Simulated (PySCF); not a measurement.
# SbPb: bond curves at several levels of theory

The task here is to estimate one member of a computed series from the others.

The runs use PySCF 2.14.0; Sb def2-SVP with ECP28, Pb def2-SVP with ECP60, scalar-relativistic core potentials.

The first run:

The job is set up so:

| Item | Value |
| --- | --- |
| atoms | Sb, Pb |
| charge | 0 |
| basis | Sb def2-SVP with ECP28, Pb def2-SVP with ECP60 |
| Hamiltonian | scalar-relativistic core potentials |
| basis functions | 52 |
| electrons treated | 45 |
| masses in u | 120.9038, 207.9766 |
| levels | PBE0, PBE, r²SCAN, r²SCANh, PW91, B97-3, CAM-B3LYP, HF, MP2, SCS-MP2, CCSD, CCSD(T) |
| grid | 80 radial by 434 angular points |
| occupations | held fixed by the projection of orbital angular momentum |
| dissociation limit | Sb + Pb, each in its ground configuration |
| starting distance in angstrom | 2.760 |
| values of 2S to try | 1, 3, 5 |

Launch:

```bash
$ OMP_NUM_THREADS=1 python dia.py task.json out
```

Among the steps run: The job; The PBE0 curve of the state that the search chose; Other states along the same grid; PBE; r²SCAN (meta-GGA); r²SCANh (hybrid meta-GGA); PW91 (GGA); B97-3 (global hybrid GGA); CAM-B3LYP; UHF (mean field); Adding correlation.

One of the session's tables, all rows but one given; the rest of the session is left out.

It belongs to the step «The curves together». Energy (eV) from each level's lowest point:

```
R (Å)    UHF  UHF-MP2  UHF-SCS-MP2  UHF-CCSD  UHF-CCSD(T)
2.345  1.085    1.358        1.374       n/a          n/a
2.454  0.354    0.787        0.796     0.606        0.678
2.563  0.104    0.201        0.214     0.204        0.241
2.645      ?        ?            ?         ?            ?
2.727  0.000    0.000        0.000     0.000        0.002
2.809  0.070    0.030        0.023     0.017        0.000
2.918  0.246    0.153        0.136     0.116        0.072
3.054  0.549    0.397        0.366     0.311        0.232
3.218  0.964    0.863        0.815     0.567        0.457
3.436  1.455    1.645        1.566       n/a          n/a
```

Q: Estimate the row for R (Å) = 2.645 from the others.

Worked estimate for «UHF». A straight line through the neighbours (2.563, 0.104) and (2.727, 0.000) gives 0.104 + (0.000 − 0.104) × (2.645 − 2.563) / (2.727 − 2.563) = 0.052; a parabola fitted to 4 rows on both sides gives 0.011.

As computed: UHF: 0.003; UHF-MP2: 0.046; UHF-SCS-MP2: 0.053; UHF-CCSD: 0.054; UHF-CCSD(T): 0.074. In «UHF» the line misses by +0.049 and the parabola by +0.008.
